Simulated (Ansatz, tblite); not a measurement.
**SiHMe2(NMe2) (C4H13NSi): a ladder of methods and basis sets**

The task here is to estimate one member of a computed series from the others.

Program: Ansatz 0.2.0, Gaussian basis. Level of theory: as each input shows. These are calculated values, not measurements.

Plan: GFN1-xTB, GFN2-xTB, PBE-D4/def2-TZVP, r2SCAN-D4/def2-TZVP, HF/def2-TZVP, revPBE-D4/def2-TZVP, r2SCANh-D4/def2-TZVP, PBE-D4/def2-SVP, PBE0-D4/def2-SVP, HF/STO-3G, HF/6-31G, B3LYP-D4/6-31G, CCSD(T)/def2-SVP, MP2/def2-TZVP, RPA/def2-TZVP.

2 further runs of the same task are left out: 2 set aside as unsound or not needed.

## The structure

The singlet was relaxed beforehand with PBE-D4/def2-SVP.

19 atoms, charge 0, spin multiplicity 1.

Bond lengths: Si1–H2 1.511 Å, Si1–C3 1.896 Å, Si1–C7 1.888 Å, Si1–N11 1.760 Å, C3–H4 1.110 Å, C3–H5 1.110 Å, C3–H6 1.110 Å, C7–H8 1.110 Å, C7–H9 1.109 Å, C7–H10 1.110 Å, N11–C12 1.448 Å, N11–C13 1.447 Å, C12–H14 1.116 Å, C12–H15 1.110 Å, C12–H16 1.121 Å, C13–H17 1.108 Å, C13–H18 1.121 Å, C13–H19 1.116 Å. Angles: H2–Si1–C3 107.6°, H2–Si1–C7 110.5°, H2–Si1–N11 105.6°, C3–Si1–C7 109.4°, C3–Si1–N11 114.0°, C7–Si1–N11 109.6°, Si1–C3–H4 111.1°, Si1–C3–H5 111.1°, Si1–C3–H6 111.1°, H4–C3–H5 107.6°, H4–C3–H6 107.8°, H5–C3–H6 107.9°, Si1–C7–H8 109.6°, Si1–C7–H9 111.5°, Si1–C7–H10 112.0°, H8–C7–H9 108.0°, H8–C7–H10 107.2°, H9–C7–H10 108.4° and more.

PBE0-D4/def2-TZVP was run before; its log isn't repeated, and its numbers join the tables.

Set-up of the first run:

Tight binding, by tblite at 300 K electronic temperature and without a spin-polarisation term:

```python
tblite.interface.Calculator('GFN1-xTB', numbers, positions, charge=0, uhf=0).singlepoint()
```

Tight binding, by tblite at 300 K electronic temperature and without a spin-polarisation term:

```python
tblite.interface.Calculator('GFN2-xTB', numbers, positions, charge=0, uhf=0).singlepoint()
```

start.molden holds the orbitals of an earlier run on this state, given as this run's starting guess.

File in.yaml:

```yaml
crystal:
  periodic: [false, false, false]
  atoms:
    - {symbol: Si, position_ang: [0.254729, 0.673054, 0.610335]}
    - {symbol: H, position_ang: [0.059897, 0.751187, 2.106216]}
    - {symbol: C, position_ang: [2.117827, 0.547662, 0.278968]}
    - {symbol: H, position_ang: [2.548483, -0.356158, 0.757247]}
    - {symbol: H, position_ang: [2.656733, 1.430919, 0.682215]}
    - {symbol: H, position_ang: [2.327688, 0.487890, -0.809422]}
    - {symbol: C, position_ang: [-0.427914, 2.221170, -0.227954]}
    - {symbol: H, position_ang: [0.027269, 3.123701, 0.229576]}
    - {symbol: H, position_ang: [-1.527805, 2.294745, -0.110108]}
    - {symbol: H, position_ang: [-0.189806, 2.246086, -1.311400]}
    - {symbol: N, position_ang: [-0.662099, -0.734273, 0.085150]}
    - {symbol: C, position_ang: [-0.565568, -1.974320, 0.826633]}
    - {symbol: C, position_ang: [-1.135945, -0.898837, -1.272338]}
    - {symbol: H, position_ang: [-1.547441, -2.504579, 0.852204]}
    - {symbol: H, position_ang: [-0.269557, -1.777301, 1.877893]}
    - {symbol: H, position_ang: [0.178074, -2.694400, 0.397493]}
    - {symbol: H, position_ang: [-1.246181, 0.082242, -1.775923]}
    - {symbol: H, position_ang: [-0.460474, -1.527825, -1.907790]}
    - {symbol: H, position_ang: [-2.137921, -1.390973, -1.289008]}
basis:
  gaussian: {orbitals: def2-TZVP, initial_orbitals: start.molden}
hamiltonian: {xc: pbe, dispersion: d4}
scf: {omitted_lower_state_checks: [starts]}
output: {orbitals: {seedname: orbitals}}
```

Launch:

```console
$ ansatz run in.yaml --threads 2 --pin off --events-out ev --progress --plain --max-ram 20480MiB --backend cuda --devices 0, --max-vram 18GiB
```

Among the steps run: PBE-D4/def2-TZVP; r2SCAN-D4/def2-TZVP; HF/def2-TZVP; revPBE-D4/def2-TZVP; r2SCANh-D4/def2-TZVP; PBE-D4/def2-SVP; PBE0-D4/def2-SVP; HF/STO-3G; HF/6-31G; B3LYP-D4/6-31G; CCSD(T)/def2-SVP; MP2/def2-TZVP; RPA/def2-TZVP.

One of the session's tables, all rows but one given; the rest of the session is left out.

It belongs to the step «Binding energy». 

```
              method  binding an atom (eV)
           HF/STO-3G                 3.642
            HF/6-31G                 2.704
         HF/def2-SVP                 2.926
        HF/def2-TZVP                 2.890
     PBE-D4/def2-SVP                 3.946
    PBE-D4/def2-TZVP                 3.927
 revPBE-D4/def2-TZVP                 3.853
 r2SCAN-D4/def2-TZVP                 3.873
r2SCANh-D4/def2-TZVP                 3.859
      B3LYP-D4/6-31G                 3.766
    PBE0-D4/def2-SVP                 3.906
   PBE0-D4/def2-TZVP                 3.883
        MP2/def2-SVP                     ?
       MP2/def2-TZVP                 3.754
       CCSD/def2-SVP                 3.664
    CCSD(T)/def2-SVP                 3.695
```

Estimate the missing values for MP2/def2-SVP.

The run gave: binding an atom (eV): 3.700. In the column «binding an atom (eV)» it lies between CCSD(T)/def2-SVP (3.695) and MP2/def2-TZVP (3.754).

Limits of these values: Free atoms were run apart at each level; binding is atoms less cluster, divided by the number of atoms, without zero-point or spin-orbit terms.
